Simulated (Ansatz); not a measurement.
**CH3ISi (SMILES C=[SiH]I): single points off equilibrium**

The atoms stand at a structure displaced at random from a GFN2-xTB minimum. How far do the functionals agree with CCSD(T) there?

Program: Ansatz 0.2.0, Gaussian basis. Level of theory: single points in def2-TZVPP. These are calculated values, not measurements.

Correlated methods freeze the cores. Filled d shells of the heavier atoms are correlated. Core potentials replace the inner electrons past krypton, and spin-orbit coupling is left out. B3LYP uses VWN-RPA correlation.

## Step 1: Where the work starts

SMILES `C=[SiH]I`, 6 atoms, charge 0, spin multiplicity 1.

Atoms are counted from 1 here; the program's logs count them from 0.

Bond lengths: C1–Si2 1.616 Å, C1–H4 0.955 Å, C1–H5 1.193 Å, Si2–I3 2.459 Å, Si2–H6 1.433 Å. Angles: Si2–C1–H4 130.3°, Si2–C1–H5 118.2°, H4–C1–H5 108.9°, C1–Si2–I3 120.1°, C1–Si2–H6 133.3°, I3–Si2–H6 106.5°.

Coordinates:

```mol
CH3ISi
  3D, bonds by distance, orders not assigned

  6  5  0  0  0  0  0  0  0  0999 V2000
   -0.3999    0.6035   -0.7672 C   0  0
    0.0783   -0.0261    0.6424 Si  0  0
    0.9634   -2.3181    0.7302 I   0  0
   -0.6243    1.5026   -0.9979 H   0  0
   -0.1551   -0.0016   -1.7662 H   0  0
    0.0349    0.4456    1.9950 H   0  0
  1  2  8  0
  1  4  8  0
  1  5  8  0
  2  3  8  0
  2  6  8  0
M  END
```

## Step 2: CCSD(T)/def2-TZVPP

Contents of run/in.yaml:

```yaml
crystal:
  periodic: [false, false, false]
  atoms:
    - {symbol: C, position_ang: [-0.399900, 0.603500, -0.767200]}
    - {symbol: Si, position_ang: [0.078300, -0.026100, 0.642400]}
    - {symbol: I, position_ang: [0.963400, -2.318100, 0.730200]}
    - {symbol: H, position_ang: [-0.624300, 1.502600, -0.997900]}
    - {symbol: H, position_ang: [-0.155100, -0.001600, -1.766200]}
    - {symbol: H, position_ang: [0.034900, 0.445600, 1.995000]}
basis:
  gaussian: {orbitals: def2-TZVPP}
correlation: {method: ccsd_t}
output: {forces: true}
```

No record of the launch command was kept for these runs.

## Step 3: PBE0-D4/def2-TZVPP

run/in.yaml: that of step 2 with these lines changed.

```diff
@@ -11,3 +11,3 @@
   gaussian: {orbitals: def2-TZVPP}
-correlation: {method: ccsd_t}
-output: {forces: true}
+hamiltonian: {xc: pbe0, dispersion: d4}
+output: {forces: true, orbitals: {seedname: orbitals}}
```

## Step 4: wB97M-V/def2-TZVPP

run/in.yaml: that of step 3 with these lines changed.

```diff
@@ -11,3 +11,3 @@
   gaussian: {orbitals: def2-TZVPP}
-hamiltonian: {xc: pbe0, dispersion: d4}
-output: {forces: true, orbitals: {seedname: orbitals}}
+hamiltonian: {xc: {name: wB97M-V}}
+output: {forces: true}
```

## Step 5: r2SCAN-D4/def2-TZVPP

run/in.yaml: that of step 4 with these lines changed.

```diff
@@ -11,3 +11,3 @@
   gaussian: {orbitals: def2-TZVPP}
-hamiltonian: {xc: {name: wB97M-V}}
+hamiltonian: {xc: r2scan, dispersion: d4}
 output: {forces: true}
```

## Step 6: PBE-D4/def2-TZVPP

run/in.yaml: that of step 5 with these lines changed.

```diff
@@ -11,3 +11,3 @@
   gaussian: {orbitals: def2-TZVPP}
-hamiltonian: {xc: r2scan, dispersion: d4}
+hamiltonian: {xc: pbe, dispersion: d4}
 output: {forces: true}
```

## Step 7: B97M-V/def2-TZVPP

run/in.yaml: that of step 6 with these lines changed.

```diff
@@ -11,3 +11,3 @@
   gaussian: {orbitals: def2-TZVPP}
-hamiltonian: {xc: pbe, dispersion: d4}
+hamiltonian: {xc: {name: B97M-V}}
 output: {forces: true}
```

## Step 8: B3LYP-D4/def2-TZVPP

run/in.yaml: that of step 7 with these lines changed.

```diff
@@ -11,3 +11,3 @@
   gaussian: {orbitals: def2-TZVPP}
-hamiltonian: {xc: {name: B97M-V}}
+hamiltonian: {xc: {name: B3LYP}, dispersion: d4}
 output: {forces: true}
```

(Steps that only read results are left out.)

What does the calculation give? Wanted: energy less free atoms, CCSD(T)/def2-TZVPP; RMS force component; RMS force error; HOMO and LUMO, PBE0-D4; T1 diagnostic.

**Answer**, as computed:

| quantity | value |
| --- | --- |
| energy less free atoms, CCSD(T)/def2-TZVPP | -18.041 eV |
| RMS force component | 2.471 to 2.563 eV/Å over the methods |
| RMS force error | PBE0-D4 0.193, wB97M-V 0.226, r2SCAN-D4 0.158, PBE-D4 0.163, B97M-V 0.192, B3LYP-D4 0.183 eV/Å |
| HOMO and LUMO, PBE0-D4 | -6.87 and -1.29 eV |
| T1 diagnostic | 0.011 |

In words: Against CCSD(T) the functionals' energies less atoms differ by -0.877 to -0.528 eV, PBE-D4 by -0.877 eV. CCSD(T) in triple zeta still lacks some correlation energy of the bonds, so part of these gaps is its own basis error and they don't rank the functionals. The forces of r2SCAN-D4 come nearest to CCSD(T), those of wB97M-V are farthest. Frozen-core CCSD(T) forces in triple zeta carry basis errors of their own, and this is one geometry, so small gaps rank nothing.
